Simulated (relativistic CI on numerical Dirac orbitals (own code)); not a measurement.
**Ba VII (Ba⁶⁺): levels and lines**

The task is the spectrum of Ba⁶⁺: levels, purity of their labels, lifetimes and lines; runs with one setting changed show what the result hangs on.

The numbers are computed with relativistic CI on numerical Dirac orbitals (own code) version 4 (Dirac-Coulomb-Breit CI, KLI orbitals optimised for each configuration, model QED (radiative potential, 1s self-energy scaled to tabulated hydrogen-like ionisation energies)), except any that are marked as measured or tabulated.

## 1. Starting point

| Item | Value |
| --- | --- |
| ion | Ba⁶⁺ (Ba VII) |
| nuclear charge | 56 |
| electrons | 50 |
| isotope | A = 138 |
| first configuration typed | [Kr] 4d10 5s2 5p2 |

Outer shells as boxes (Hund's rule):

first configuration typed
```
[Kr] core
4d [↑↓][↑↓][↑↓][↑↓][↑↓]
5s [↑↓]
5p [↑ ][↑ ][  ]
```

## 2. Base run

Input settings:

```ini
atom Ba  Z=56  charge=6  electrons=50
nucleus A=138  rms_radius_fm=4.8378
hamiltonian dirac-coulomb  breit=on  qed=on  c_scale=1
orbitals kli  potential=per-configuration
slater_scale 1
correlation none
mixing on
configurations
  [Kr] 4d10 5s2 5p2
  [Kr] 4d10 5s 5p3
  [Kr] 4d10 5s2 5p 5d
  [Kr] 4d10 5p4
  [Kr] 4d10 4f 5s2 5p
  [Kr] 4d10 5s 5p2 5d
  [Kr] 4d10 5s2 5p 5f
  [Kr] 4d10 4f 5s2 5d
  [Kr] 4d10 4f 5s 5p2
  [Kr] 4d10 5s2 5p 5g
  [Kr] 4d10 5s2 5p 6s
  [Kr] 4d10 4f2 5s 5p
  [Kr] 4d10 4f2 5s2
  [Kr] 4d10 4f2 5s 5d
  [Kr] 4d10 4f3 5s
  [Kr] 4d10 5s2 5d2
  [Kr] 4d10 5s 5d3
  [Kr] 4d10 4f 5s 5d2
  [Kr] 4d10 4f2 5p2
  [Kr] 4d10 4f2 5p 5d
  [Kr] 4d10 4f3 5p
  [Kr] 4d10 4f2 5p 5f
end
```

Launch:

```console
$ python run_levels.py task.json out
```

task.json lists these runs, among others, and the program works through them in turn.

## 4. Without QED terms

Settings: those of step 2 with these lines changed.

```diff
@@ -2,3 +2,3 @@
 nucleus A=138  rms_radius_fm=4.8378
-hamiltonian dirac-coulomb  breit=on  qed=on  c_scale=1
+hamiltonian dirac-coulomb  breit=on  qed=off  c_scale=1
 orbitals kli  potential=per-configuration
```

## 5. The first 3 configurations alone

Input settings:

```ini
atom Ba  Z=56  charge=6  electrons=50
nucleus A=138  rms_radius_fm=4.8378
hamiltonian dirac-coulomb  breit=on  qed=on  c_scale=1
orbitals kli  potential=per-configuration
slater_scale 1
correlation none
mixing on
configurations
  [Kr] 4d10 5s2 5p2
  [Kr] 4d10 5s 5p3
  [Kr] 4d10 5s2 5p 5d
end
```

(Steps that only read results are left out.)

Before running it: what results should come out? Wanted: lowest level; first excitation; lowest level of the other parity; fastest E1 line; ionisation energy; mean error of paired levels.

As calculated:

| run | time | mean size of shift, levels followed (cm⁻¹) | lowest level | ionisation energy (eV) | mean error to measured (cm⁻¹) |
| --- | --- | --- | --- | --- | --- |
| main run | 2.2 s | 0 | 5p2 3P0 | 86.412 | 5609 |
| without QED terms | 1.9 s | 153 | 5p2 3P0 | 86.405 | 5635 |
| the first 3 configurations alone | 0.19 s | 5605 | 5p2 3P0 | - | - |

The tabulated theoretical ionisation energy (NIST) is 86 eV.

```
                                                                         quantity                                   value
                                                                     lowest level                                 5p2 3P0
                                                                 first excitation                   5p2 3P1, 14621.0 cm⁻¹
                                                 lowest level of the other parity                5s 5p3 5S°2, 115400 cm⁻¹
                                                              levels in the model                                    2709
fastest E1 line (by rate) to the lowest level among the lowest 200 of 2709 levels  42.33 nm, from 5s 5p3 3S°1 + 5p 5d 1P°
                                                                ionisation energy                               86.412 eV
                                  ionisation energy, tabulated theoretical (NIST)                                   86 eV
                                                      mean error of paired levels                       5609 cm⁻¹ over 17
```

**Reading.** 5p2 3P0 comes out lowest; its LS label holds 86 % and its jj label 91 %; over the low levels the means are 74 and 81 %, so they are in intermediate coupling. The ionisation energy agrees with the tabulated theoretical value within its uncertainty of 2 eV. Of the changes tried, the run «the first 3 configurations alone» moves the low levels most, by 5605 cm⁻¹ on average. No change brings the levels clearly nearer the measured ones. Low levels that differ in the count of f electrons can be misplaced by several ten thousand cm⁻¹. Lifetimes count radiative decay inside the model alone.
